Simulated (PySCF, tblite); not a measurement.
**H5HfNO3, a small molecule taken as a stand-in for a surface group (hafnium hydroxide): NMR shifts, core binding energies and electronic excitations**

Wanted: the NMR shifts, core binding energies and electronic excitations for `[NH2][Hf]([OH])([OH])[OH]`.

Computed with tblite 0.8.0 and PySCF 2.14.0; each step states its level. No surroundings beyond the atoms listed, unless a continuum is named. Atoms count from 0, parts from 1.

## 1. Starting point

10 atoms, charge 0, multiplicity 1; geometry: distance geometry start.

## 2. Relaxing the cluster with GFN2-xTB

Job settings and geometry (Å):

```
{"job": {"kind": "relax", "xc": "GFN2-xTB", "basis": "xTB"}, "charge": 0, "multiplicity": 1}
O     -2.759415     1.325723     0.491524
Hf    -0.848580     0.540126     0.136503
O     -0.811209    -0.295352    -1.742467
O     -0.438480    -0.911193     1.550875
N      0.583237     2.089238     0.304907
H     -2.944863     2.125417     1.010513
H     -0.112458    -0.887990    -2.094355
H     -0.249843    -1.853476     1.348706
H      0.432066     2.763663     1.015714
H      0.960938     2.452407    -0.619753
```

With the program's defaults for keys left out, this is: GFN2-xTB geometry optimisation, gas phase.

Started as:

```sh
$ OMP_NUM_THREADS=1 python cluster_run.py task.json out
```

The driver reads the jobs from task.json and runs them one after another.

The program printed:

```text
step      E/eV     max force
  0    -522.64972    2.696
  1    -522.79950    1.125
  2    -522.92906    1.191
  3    -523.13434    1.397
  4    -523.16826    0.608
  5    -523.19335    0.676
  6    -523.20857    0.647
  7    -523.23246    0.257
  8    -523.23489    0.147
  9    -523.23810    0.199
 10    -523.24254    0.351
 11    -523.25125    0.455
 12    -523.26236    0.584
 13    -523.27442    0.494
 14    -523.28670    0.346
 15    -523.29206    0.291
 16    -523.29567    0.287
 17    -523.30011    0.361
 18    -523.30766    0.421
 19    -523.32128    0.577
 20    -523.33141    0.486
 21    -523.33592    0.470
 22    -523.34234    0.281
 23    -523.34664    0.276
 24    -523.36129    0.345
 25    -523.37049    0.348
 26    -523.37749    0.254
 27    -523.38219    0.182
 28    -523.38503    0.141
 29    -523.38733    0.166
 30    -523.39005    0.168
 31    -523.39239    0.165
 32    -523.39412    0.215
 33    -523.39554    0.114
 34    -523.39749    0.106
 35    -523.40040    0.173
 36    -523.40410    0.221
 37    -523.40775    0.185
 38    -523.41061    0.152
 39    -523.41190    0.142
 40    -523.41335    0.129
 41    -523.41668    0.226
 42    -523.42223    0.397
 43    -523.42557    0.450
 44    -523.43130    0.347
 45    -523.43421    0.218
 46    -523.43549    0.116
 47    -523.43735    0.114
 48    -523.44191    0.207
 49    -523.44596    0.248
 50    -523.44879    0.158
 51    -523.44953    0.351
 52    -523.45152    0.095
 53    -523.45211    0.104
 54    -523.45341    0.133
 55    -523.45484    0.136
 56    -523.45864    0.183
 57    -523.46414    0.203
 58    -523.47015    0.191
 59    -523.47347    0.182
 60    -523.46874    0.622
 61    -523.47505    0.097
 62    -523.47548    0.050
 63    -523.47642    0.082
 64    -523.47719    0.053
 65    -523.47761    0.078
 66    -523.47827    0.136
 67    -523.47904    0.099
 68    -523.48048    0.086
 69    -523.48115    0.088
 70    -523.48215    0.193
 71    -523.48256    0.065
 72    -523.48303    0.066
 73    -523.48359    0.057
 74    -523.48412    0.057
 75    -523.48459    0.025
 76    -523.48471    0.021
 77    -523.48478    0.028
 78    -523.48482    0.039
 79    -523.48496    0.055
 80    -523.48520    0.069
 81    -523.48560    0.094
 82    -523.48611    0.088
 83    -523.48653    0.040
 84    -523.48665    0.051
 85    -523.48672    0.055
 86    -523.48683    0.050
 87    -523.48696    0.046
 88    -523.48712    0.038
 89    -523.48731    0.040
 90    -523.48751    0.037
 91    -523.48767    0.025
 92    -523.48773    0.028
 93    -523.48775    0.015
 94    -523.48777    0.011
 95    -523.48779    0.013
 96    -523.48782    0.015
 97    -523.48785    0.023
 98    -523.48790    0.028
 99    -523.48801    0.038
100    -523.48818    0.042
101    -523.48835    0.112
102    -523.48841    0.077
103    -523.48875    0.027
104    -523.48889    0.045
105    -523.48903    0.052
106    -523.48911    0.038
107    -523.48922    0.022
108    -523.48928    0.021
109    -523.48935    0.030
110    -523.48941    0.032
111    -523.48948    0.025
112    -523.48955    0.025
113    -523.48967    0.030
114    -523.48984    0.037
115    -523.49005    0.039
116    -523.49023    0.041
117    -523.49036    0.020
118    -523.49042    0.017
119    -523.49047    0.028
120    -523.49053    0.020
121    -523.49057    0.015
122    -523.49061    0.016
123    -523.49063    0.013
124    -523.49067    0.013
125    -523.49075    0.018
126    -523.49088    0.028
127    -523.49110    0.054
128    -523.49144    0.066
129    -523.48074    0.535
130    -523.49173    0.108
131    -523.49173    0.175
132    -523.49217    0.086
133    -523.49282    0.073
134    -523.49316    0.106
135    -523.49373    0.084
136    -523.49405    0.092
137    -523.49431    0.081
138    -523.49437    0.111
139    -523.49460    0.110
140    -523.49479    0.041
141    -523.49491    0.035
142    -523.49502    0.048
143    -523.49514    0.041
144    -523.49520    0.028
145    -523.49525    0.029
146    -523.49530    0.020
147    -523.49536    0.019
148    -523.49541    0.028
149    -523.49546    0.026
150    -523.49550    0.025
151    -523.49556    0.020
152    -523.49563    0.022
153    -523.49576    0.020
154    -523.49594    0.035
155    -523.49629    0.056
156    -523.49584    0.167
157    -523.49674    0.034
158    -523.49690    0.021
159    -523.49702    0.060
160    -523.49712    0.039
161    -523.49718    0.018
162    -523.49728    0.022
163    -523.49733    0.020
164    -523.49744    0.027
165    -523.49752    0.023
166    -523.49757    0.037
167    -523.49761    0.027
168    -523.49763    0.020
169    -523.49767    0.017
170    -523.49769    0.016
171    -523.49773    0.013
172    -523.49774    0.009
173    -523.49775    0.012
174    -523.49776    0.008
```

Run time: 2.2 s. Hardware: 1 thread of Arm Neoverse N1, shared host.

Along the way:

```
step  energy from step 0 (eV)  largest force (eV/Å)
   0                   0.0000                2.6956
   7                  -0.5827                0.2571
  14                  -0.6370                0.3453
  21                  -0.6862                0.4694
  28                  -0.7353                0.1417
  35                  -0.7507                0.1731
  42                  -0.7725                0.3975
  49                  -0.7962                0.2484
  56                  -0.8089                0.1833
  63                  -0.8267                0.0825
  70                  -0.8324                0.1928
  77                  -0.8351                0.0269
  84                  -0.8369                0.0515
  91                  -0.8379                0.0247
  98                  -0.8382                0.0278
 105                  -0.8393                0.0517
 112                  -0.8398                0.0247
 119                  -0.8407                0.0279
 126                  -0.8412                0.0271
 133                  -0.8431                0.0731
 140                  -0.8451                0.0414
 147                  -0.8456                0.0191
 154                  -0.8462                0.0350
 161                  -0.8475                0.0184
 168                  -0.8479                0.0203
 174                  -0.8480                0.0081
```

Distances of close pairs at the start and the end, largest changes first:

```
  bond  before (Å)  after (Å)  change (Å)
Hf1–H7       2.749      2.363      -0.386
Hf1–H5       2.770      2.406      -0.363
Hf1–H6       2.749      2.449      -0.300
O0–Hf1       2.096      1.874      -0.223
Hf1–O3       2.068      1.875      -0.193
Hf1–O2       2.057      1.882      -0.175
Hf1–H9       2.739      2.567      -0.173
Hf1–N4       2.116      2.010      -0.106
```

## 3. Relaxing the molecule at PBE0-D3(BJ)/def2-SVP

Job settings and geometry (Å):

```
{"job": {"xc": "PBE0", "basis": "def2-SVP", "d3": "d3bj", "grid": 2, "kind": "geom", "shake": 0.01}, "charge": 0, "multiplicity": 1}
O     -1.822704     0.752736     0.065422
Hf    -0.233142    -0.167490    -0.060614
O      0.015048    -1.407409    -1.456353
O     -0.099271    -1.167068     1.517160
N      1.228913     1.201667    -0.241289
H     -2.366154     0.512405     0.824126
H      0.590749    -1.092838    -2.175544
H      0.032451    -2.086713     1.279667
H      1.853463     1.282270     0.598860
H      0.842198     2.146857    -0.349962
```

The program printed:

```text
step   0  E = -331.10707646  max force = 0.075605
step   1  E = -331.13070847  max force = 0.013842
step   2  E = -331.13472539  max force = 0.011470
step   3  E = -331.14204310  max force = 0.015927
step   4  E = -331.14715888  max force = 0.015391
step   5  E = -331.14949161  max force = 0.008070
step   6  E = -331.15043505  max force = 0.003540
step   7  E = -331.15093784  max force = 0.002939
step   8  E = -331.15125431  max force = 0.003353
step   9  E = -331.15147700  max force = 0.003163
step  10  E = -331.15170412  max force = 0.002324
step  11  E = -331.15185179  max force = 0.001597
step  12  E = -331.15192121  max force = 0.001380
step  13  E = -331.15196144  max force = 0.000802
step  14  E = -331.15198484  max force = 0.000828
step  15  E = -331.15199458  max force = 0.000838
step  16  E = -331.15199940  max force = 0.000928
step  17  E = -331.15200453  max force = 0.000951
step  18  E = -331.15201185  max force = 0.001030
step  19  E = -331.15202193  max force = 0.001164
step  20  E = -331.15203360  max force = 0.001325
step  21  E = -331.15204766  max force = 0.001413
step  22  E = -331.15206275  max force = 0.001383
step  23  E = -331.15207490  max force = 0.001231
step  24  E = -331.15208303  max force = 0.001022
step  25  E = -331.15208710  max force = 0.000860
step  26  E = -331.15208956  max force = 0.000771
step  27  E = -331.15209266  max force = 0.000709
step  28  E = -331.15209815  max force = 0.000754
step  29  E = -331.15210731  max force = 0.000757
step  30  E = -331.15212097  max force = 0.000723
step  31  E = -331.15213733  max force = 0.000623
step  32  E = -331.15215309  max force = 0.000663
step  33  E = -331.15216514  max force = 0.000738
step  34  E = -331.15217151  max force = 0.000682
step  35  E = -331.15217502  max force = 0.000578
step  36  E = -331.15217760  max force = 0.000571
step  37  E = -331.15217994  max force = 0.000589
step  38  E = -331.15218297  max force = 0.000622
step  39  E = -331.15218733  max force = 0.000661
step  40  E = -331.15219441  max force = 0.000671
step  41  E = -331.15220380  max force = 0.000638
step  42  E = -331.15221394  max force = 0.000650
step  43  E = -331.15221887  max force = 0.000518
step  44  E = -331.15222107  max force = 0.000409
optimisation converged
```

Run time: 10 min. Hardware: 1 thread of Arm Neoverse N1, shared host; peak memory 0.56 GiB.

Step by step: (not every step is listed)

```
step  energy from step 0 (eV)  largest force component (eV/Å)
   0                   0.0000                          3.8878
   1                  -0.6431                          0.7118
   2                  -0.7524                          0.5898
   3                  -0.9515                          0.8190
   4                  -1.0907                          0.7914
   5                  -1.1542                          0.4150
   6                  -1.1798                          0.1820
   7                  -1.1935                          0.1511
   8                  -1.2021                          0.1724
  11                  -1.2184                          0.0821
  14                  -1.2220                          0.0426
  17                  -1.2226                          0.0489
  20                  -1.2233                          0.0681
  23                  -1.2245                          0.0633
  26                  -1.2249                          0.0396
  29                  -1.2254                          0.0389
  32                  -1.2266                          0.0341
  35                  -1.2272                          0.0297
  38                  -1.2274                          0.0320
  39                  -1.2275                          0.0340
  40                  -1.2277                          0.0345
  41                  -1.2280                          0.0328
  42                  -1.2283                          0.0334
  43                  -1.2284                          0.0266
  44                  -1.2284                          0.0210
```

Distances of close pairs at the start and the end, largest changes first:

```
  bond  before (Å)  after (Å)  change (Å)
Hf1–H7       2.356      2.868      +0.512
Hf1–H5       2.407      2.876      +0.469
Hf1–H6       2.451      2.858      +0.407
Hf1–H9       2.568      2.763      +0.195
Hf1–H8       2.625      2.768      +0.143
O0–Hf1       1.841      1.934      +0.093
Hf1–O3       1.873      1.935      +0.062
Hf1–O2       1.883      1.941      +0.057
```

The next job starts from the end point, and lists it.

```
                         at the end point                value
rotational constants (GHz, main isotopes)  2.804, 2.741, 2.622
                        dipole moment (D)                 0.21
```

## 4. NMR shieldings: PBE0/def2-SVP+pcSseg-1

Job settings and geometry (Å):

```
{"job": {"kind": "nmr", "xc": "PBE0", "basis": {"default": "pcSseg-1", "Hf": "def2-SVP"}}, "charge": 0, "multiplicity": 1}
O     -1.932192     0.606611     0.216212
Hf    -0.193303    -0.212940     0.005650
O     -0.087790    -1.017749    -1.757167
O      0.273981    -1.536506     1.337565
N      1.176408     1.292972     0.186281
H     -2.839856     0.849020     0.379404
H      0.132473    -1.142518    -2.677152
H      0.352101    -2.327159     1.865454
H      2.130603     1.199073     0.524944
H      1.029150     2.263569    -0.079669
```

With the program's defaults for keys left out, this is: GIAO PBE0/pcSseg-1 Hf:def2-SVP NMR shielding, scalar relativity only through core potentials, gas phase.

The program printed:

```text
coarse grid: 41864 points
cycle   1  E = -330.9266972649  dE = -1.237e+01  |g| = 1.409e+00  |ddm| = 7.770e+00
cycle   2  E = -330.6209346134  dE =  3.058e-01  |g| = 1.936e+00  |ddm| = 2.409e+00
cycle   3  E = -331.3178427075  dE = -6.969e-01  |g| = 2.895e-01  |ddm| = 1.399e+00
cycle   4  E = -331.3355260284  dE = -1.768e-02  |g| = 5.151e-02  |ddm| = 2.656e-01
cycle   5  E = -331.3361587113  dE = -6.327e-04  |g| = 1.184e-02  |ddm| = 4.814e-02
cycle   6  E = -331.3361856243  dE = -2.691e-05  |g| = 4.718e-03  |ddm| = 1.076e-02
cycle   7  E = -331.3361904900  dE = -4.866e-06  |g| = 5.662e-04  |ddm| = 3.467e-03
final grid: 86856 points
cycle   8  E = -331.3362530537  dE = -2.228e-08  |g| = 7.264e-04  |ddm| = 1.006e-03
cycle   9  E = -331.3362528769  dE =  1.769e-07  |g| = 1.228e-03  |ddm| = 1.040e-03
cycle  10  E = -331.3362531512  dE = -2.743e-07  |g| = 7.726e-05  |ddm| = 6.602e-04
cycle  11  E = -331.3362531523  dE = -1.115e-09  |g| = 1.268e-05  |ddm| = 5.861e-05
cycle  12  E = -331.3362531523  dE = -3.593e-11  |g| = 5.654e-06  |ddm| = 1.031e-05
converged SCF energy = -331.3362531523

GIAO shielding tensors (ppm)
atom      isotropic    diamagn.    paramagn.     s11        s22        s33       span
  0 O      184.361     390.844    -206.483     93.478    123.302    336.303    242.825
  1 Hf         nan         nan         nan        nan        nan        nan        nan
  2 O      188.989     390.898    -201.909    100.100    136.742    330.125    230.025
  3 O      179.111     390.804    -211.693     79.243    117.482    340.609    261.366
  4 N      168.159     319.196    -151.037     38.523    199.878    266.077    227.554
  5 H       29.056      30.927      -1.871     22.022     22.164     42.981     20.960
  6 H       28.892      30.991      -2.098     21.971     22.565     42.141     20.169
  7 H       28.842      30.876      -2.035     21.745     22.114     42.667     20.921
  8 H       28.570      30.269      -1.699     25.181     25.393     35.135      9.955
  9 H       28.580      30.312      -1.732     25.214     25.485     35.040      9.827
```

Run time: 19 s. Hardware: 1 thread of Arm Neoverse N1, shared host; peak memory 0.65 GiB.

Shifts follow as δ = σ(reference) − σ, with reference shieldings (ppm) from runs at the same level and on the same kind of geometry: 1H TMS 31.27, 15N NH3 265.7, 17O H2O 334.6. The references are single molecules in the gas phase, so shifts against H2O, NH3, PH3, H3PO4 or CFCl3 are not on the usual liquid scales and can be off by tens of ppm.

```
atoms                          environment  σ (ppm)  δ (ppm)
   H8  hydrogen on a nitrogen bonded to Hf    28.57     2.70
   H9  hydrogen on a nitrogen bonded to Hf    28.58     2.69
   H7   hydrogen on an oxygen bonded to Hf    28.84     2.43
   H6   hydrogen on an oxygen bonded to Hf    28.89     2.37
   H5   hydrogen on an oxygen bonded to Hf    29.06     2.21
   O3               oxygen bonded to Hf, H    179.1    155.4
   O0               oxygen bonded to Hf, H    184.4    150.2
   O2               oxygen bonded to Hf, H    189.0    145.6
   N4           nitrogen bonded to Hf, 2 H    168.2     97.5
```

Atoms past Kr carry core potentials, so their printed shieldings have no meaning and are left out of the table.

The run also stored atomic charges by several schemes (e):

```
atoms  Mulliken  ESP fit
   O0     -0.60    -0.94
  Hf1      1.42     1.89
   O2     -0.61    -0.98
   O3     -0.60    -0.95
   N4     -0.72    -1.32
```

Mayer bond orders: O0–Hf1 1.02, Hf1–O2 1.01, Hf1–O3 1.02, Hf1–N4 1.03.

With diffuse functions Mulliken charges and Mayer bond orders lose their meaning; the other schemes are steadier.

[end of part 1 of 2]
